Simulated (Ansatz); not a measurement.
# FH7Si3: the cost of one run

Program: Ansatz 0.2.0. Level of theory: RKS PBE-D4/6-31G. These are calculated values, not measurements.

**1. Starting point**

Bond lengths: Si1–H2 1.460 Å, Si1–F3 1.590 Å, Si1–Si4 2.218 Å, Si4–H5 1.460 Å, Si4–H6 1.460 Å, Si4–H7 1.460 Å, Si1–Si8 2.218 Å, Si8–H9 1.460 Å, Si8–H10 1.460 Å, Si8–H11 1.460 Å. Angles (14 of 18 angles, heavy atoms first): F3–Si1–Si4 109.5°, F3–Si1–Si8 109.5°, Si4–Si1–Si8 109.5°, H2–Si1–F3 109.5°, H2–Si1–Si4 109.5°, H2–Si1–Si8 109.5°, Si1–Si4–H5 109.5°, Si1–Si4–H6 109.5°, Si1–Si4–H7 109.5°, Si1–Si8–H9 109.5°, Si1–Si8–H10 109.5°, Si1–Si8–H11 109.5°, H5–Si4–H6 109.4°, H5–Si4–H7 109.4°.

Structure file:

```xyz
11

Si    0.0000    0.0000    0.0000
H     0.0000    0.0000    1.4600
F     1.4994    0.0000   -0.5295
Si   -1.0456    1.8115   -0.7393
H    -2.4302    1.4780   -1.0607
H    -1.0215    2.8436    0.2931
H    -0.3743    2.3069   -1.9374
Si   -1.0456   -1.8115   -0.7393
H    -1.7029   -2.4846    0.3772
H    -2.0454   -1.4265   -1.7311
H    -0.0777   -2.7173   -1.3511
```

**2. Preparing the start**

Contents of input.yaml:

```yaml
crystal:
  periodic: [false, false, false]
  atoms:
    - { symbol: Si, position_ang: [0.0, 0.0, 0.0] }
    - { symbol: H, position_ang: [0.0, 0.0, 1.46] }
    - { symbol: F, position_ang: [1.4994, 0.0, -0.5295] }
    - { symbol: Si, position_ang: [-1.0456, 1.8115, -0.7393] }
    - { symbol: H, position_ang: [-2.4302, 1.478, -1.0607] }
    - { symbol: H, position_ang: [-1.0215, 2.8436, 0.2931] }
    - { symbol: H, position_ang: [-0.3743, 2.3069, -1.9374] }
    - { symbol: Si, position_ang: [-1.0456, -1.8115, -0.7393] }
    - { symbol: H, position_ang: [-1.7029, -2.4846, 0.3772] }
    - { symbol: H, position_ang: [-2.0454, -1.4265, -1.7311] }
    - { symbol: H, position_ang: [-0.0777, -2.7173, -1.3511] }
basis:
  gaussian: { orbitals: "6-31G" }
hamiltonian:
  xc: pbe
  dispersion: d4
relax:
  f_tol: 0.02
  max_steps: 40
```

On the command line:

```console
> ansatz run input.yaml --threads 1 --pin off --max-ram 2048MiB --backend cpu --events-out ev --progress --plain --runs-dir out
```

What time and memory should one allow on 1 thread of AMD EPYC 7B13 (Zen 3), shared host?

About 38 s, with a peak of 0.14 GiB.
